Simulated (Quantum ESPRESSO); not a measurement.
The system is PtSe.

```
CELL_PARAMETERS angstrom
0.00000 2.79841 2.79841
2.79841 0.00000 2.79841
2.79841 2.79841 0.00000
ATOMIC_POSITIONS crystal
Pt 0.50000 0.50000 0.50000
Se 0.00000 0.00000 0.00000
```

The cell comes from a database or a generator and needn't be the stable form of this composition.

```yaml
Program: Quantum ESPRESSO 7.5
Task: Hubbard U by linear response
Functional: PBEsol
Potentials_or_basis: GBRV 1.5 PBEsol
Cutoff: 612 eV
Density_cutoff: 4898 eV
k_mesh: 6 × 6 × 6
Occupations: fermi-dirac, width 0.05 eV
Spin: no spin polarisation
Hubbard_terms: Pt d U = 6.0 eV
Start_of_the_occupations: default
Hubbard_projectors: ortho-atomic
Mixing_beta: 0.3
Most_SCF_iterations: 120
SCF_threshold: 4e-10 Ry
q_mesh: 2 × 2 × 2
```

What Hubbard parameters does linear response give?

U = 4.83 eV on Pt 5d. The values belong to these projectors, potentials and this ground state, and don't carry over to other codes.

Hubbard U from linear response:
```
site  manifold  U (eV)
   1     Pt-5d    4.83
```
On the first site the bare response is -0.386 and the screened one -0.134 eV⁻¹.

Eigenvalues of the final occupation matrices:
| site | spin | trace | eigenvalues |
| --- | --- | --- | --- |
| Pt 1 5d | each | 4.60 | 0.82 0.82 0.99 0.99 0.99 |

Caveat: the k mesh is coarse; U without spin polarisation on a metal has little footing.
